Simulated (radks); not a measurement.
# As⁺ in [Ar] 3d10 4s2 4p2: an all-electron calculation

The task here is to estimate one member of a computed series from the others.

Program: radks (a radial shooting solver on a logarithmic mesh, Libxc functionals) version 1. Level of theory: scalar-relativistic Kohn-Sham, XLYP, spin-polarised, spherical densities, point nucleus; open shells are filled with parallel spins first. These are calculated values, not measurements, unless marked.

## The system

* element: arsenic (Z = 33)
* charge: +1
* electrons: 32
* configuration: [Ar] 3d10 4s2 4p2

Outer shells as boxes (Hund's rule):

As⁺
```
[Ar] core
3d [↑↓][↑↓][↑↓][↑↓][↑↓]
4s [↑↓]
4p [↑ ][↑ ][  ]
```

The first run:

The run's settings:

```text
Z 33
configuration [Ar] 3d10 4s2 4p2 5s0 4d0 5p0 4f0
relativity scalar-relativistic
functional xlyp
spin polarised
nucleus point
c 137.035999084
```

Launch:

```console
$ python run_ks.py task.json out
```

The same process makes all the runs of this session.

Among the steps run: Self-consistent calculation.

One of the session's tables, all rows but one given; the rest of the session is left out.

It belongs to the step «Orbitals and density». From the orbitals of this run (lengths in bohr):

```
  level      <r>  outermost maximum (interpolated)  90 % within  nodes
  1s up  0.04549                            0.0297       0.0813      0
1s down  0.04549                            0.0297       0.0813      0
  2s up   0.2028                             0.170        0.314      1
2s down   0.2028                             0.170        0.314      1
  2p up   0.1772                             0.136        0.289      0
2p down   0.1772                             0.136        0.289      0
  3s up   0.5984                             0.521        0.894      2
3s down   0.5983                             0.521        0.894      2
  3p up   0.6174                             0.521        0.948      1
3p down   0.6170                             0.521        0.947      1
  3d up   0.6793                             0.476         1.14      0
3d down   0.6761                             0.476         1.13      0
  4s up    1.871                              1.60         2.78      3
4s down    1.874                              1.58         2.81      3
  4p up        ?                                 ?            ?      ?
4p down    2.361                              1.90         3.64      2
  5s up    5.108                              4.62         7.39      4
```

Q: Estimate the row for 4p up from the others.

**Answer.** <r>: 2.298; outermost maximum (interpolated): 1.90; 90 % within: 3.49; nodes: 2. In the column «<r>» it lies between 4s down (1.874) and 4p down (2.361).

Caveats from the session: Open shells are spherical and high-spin; term and fine-structure splittings are not resolved.
